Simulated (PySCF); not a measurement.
# As8B8H26: the cost of one run

Programs: PySCF 2.14.0, with routines of our own; each step states its level. All values are computed. Atoms count from 0.

### 1 The starting structure

42 atoms, charge 0, multiplicity 1; geometry from: GFN2-xTB.

### 2 Core binding energies: delta-SCF UKS SCAN, pcX-2 on the ionised atom, pcseg-1

What the job is given:

```
{"job": {"kind": "xps", "atoms": [11, 15]}, "charge": 0, "multiplicity": 1}
As    -0.000240     1.164539     0.825230
B     -0.000822     1.218271    -1.269186
As     0.000118    -0.734370    -1.837538
As     1.633121    -1.658694     0.832099
B      1.708153    -1.711149    -1.218636
As     1.602719    -3.658230    -1.808325
As    -1.633822    -1.658671     0.831520
B     -1.707976    -1.711207    -1.219259
As    -1.602465    -3.658446    -1.808892
B      0.000179    -4.772145    -1.226413
B      1.738153     2.045963     1.533551
B     -1.737743     2.046494     1.534651
B     -0.000515    -0.761401     1.636780
As     1.607604     4.005352     0.993140
As    -1.607688     4.005806     0.994186
B      0.000286     5.165837     1.523858
H      0.998178     1.754857    -1.669224
H     -1.000882     1.753387    -1.668637
H      0.000295    -0.973335    -3.382787
H      2.885690    -1.078783     1.414492
H      1.957053    -3.052066     1.383299
H      2.690340    -1.164264    -1.629439
H      1.764748    -3.704797    -3.303144
H      2.900991    -4.383781    -1.555807
H     -2.886557    -1.078381     1.413127
H     -1.958576    -3.051868     1.382651
H     -2.689975    -1.164446    -1.630631
H     -1.763898    -3.705192    -3.303809
H     -2.900915    -4.383793    -1.556729
H     -0.000127    -4.795347    -0.019595
H      0.000300    -5.853850    -1.723150
H      2.681318     1.507360     1.015778
H      1.763163     1.982735     2.730034
H     -2.681418     1.507789     1.017937
H     -1.761661     1.983422     2.731194
H     -0.000688    -0.770432     2.829721
H      1.823826     4.138690    -0.488609
H      2.896272     4.796115     1.260813
H     -1.825516     4.139534    -0.487250
H     -2.896114     4.796519     1.263512
H      0.000312     6.210810     0.952500
H      0.000607     5.277087     2.714107
```

With the program's defaults for keys left out, this is: delta-SCF UKS SCAN, pcX-2 on the ionised atom, pcseg-1 elsewhere, spin-free X2C (atomic blocks).

The run is started by

```bash
$ OMP_NUM_THREADS=2 python large_run.py task.json out
```

This one command runs all jobs of the session in turn.

Q: Estimate the wall time and peak memory of this job on 2 threads of Arm Neoverse V1, shared host.

About 2.2 min, with a peak of 1.4 GiB.
